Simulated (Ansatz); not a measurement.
A nudged elastic band was laid between two geometries of a periodic cell of 13 atoms, Ti12H (host Ti, host structure hcp, interstitial H).

Computed with Ansatz 0.2.0, DFT PBEsol, scalar-relativistic, plane waves, PAW. Settings: cutoff 420 eV, k mesh 3x2x4, gaussian smearing 0.05 eV, no spin polarisation.

* movable images: 3
* climbing image: yes
* spring: 5.0 eV/Å²
* optimiser: quadratic models (default)
* start path: IDPP
* force threshold: 0.05 eV/Å
* iteration limit: 80
* end points: relaxed

First end point:

```xyz
13
Lattice="5.9000 0.0000 0.0000 -4.4250 7.6643 0.0000 0.0000 0.0000 4.6846" Properties=species:S:1:pos:R:3
Ti 0.003 -0.011 -0.018
Ti 0.003 1.669 2.315
Ti -1.505 2.530 -0.015
Ti -1.519 4.273 2.346
Ti -2.944 5.134 0.000
Ti -2.952 6.807 2.364
Ti 2.960 -0.002 -0.020
Ti 2.951 1.672 2.348
Ti 1.523 2.534 0.004
Ti 1.512 4.275 2.361
Ti 0.004 5.139 0.027
Ti 0.004 6.816 2.360
H 0.008 3.399 1.173
```

Last end point:

```xyz
13
Lattice="5.9000 0.0000 0.0000 -4.4250 7.6643 0.0000 0.0000 0.0000 4.6846" Properties=species:S:1:pos:R:3
Ti 0.005 -0.012 0.017
Ti 0.007 1.669 2.369
Ti -1.502 2.530 0.013
Ti -1.517 4.272 2.336
Ti -2.942 5.133 -0.001
Ti -2.950 6.807 2.319
Ti 2.963 -0.003 0.018
Ti 2.954 1.671 2.334
Ti 1.527 2.533 -0.006
Ti 1.514 4.274 2.323
Ti 0.007 5.138 -0.028
Ti 0.007 6.815 2.323
H 0.012 3.399 3.509
```

Q: What changes between the two ends?

A: The atom that moves furthest is H13, by 2.34 Å.

Q: Give the energies along the band, and the barrier.

A: It converged. The highest image is number 2 of 0 to 4, 0.53 eV above the ends, which have the same energy within 2 meV. By the program's own check the climbing image is of a kind that is not told: the force calls were inconclusive, a negative curvature could not be distinguished from the path's own, the only one lies far off the path, or fixed occupations may fill a level only in part (lowest curvatures found: -1.49 and 1.08 eV/Å²). Limits of this set-up: coarse k mesh, odd electron count without spin.

```csv
image,path coordinate (Å),energy (eV)
0,0.00,0.00
1,0.57,0.31
2,1.14,0.53
3,1.71,0.31
4,2.28,0.00
```

Q: What is the geometry of the highest image?

A: 
```xyz
13
Lattice="5.9000 0.0000 0.0000 -4.4250 7.6643 0.0000 0.0000 0.0000 4.6846" Properties=species:S:1:pos:R:3
Ti 0.001 -0.020 -0.001
Ti 0.018 1.645 2.341
Ti -1.543 2.498 -0.001
Ti -1.521 4.274 2.341
Ti -2.944 5.130 -0.001
Ti -2.939 6.809 2.341
Ti 2.956 0.008 -0.001
Ti 2.957 1.668 2.341
Ti 1.570 2.509 -0.001
Ti 1.511 4.291 2.341
Ti 0.002 5.192 -0.001
Ti -0.006 6.828 2.341
H 0.003 3.400 2.341
```

Time of the run: 5.6 min on 4 threads of Arm Neoverse V1 (shared host), peak memory 1.4 GiB.
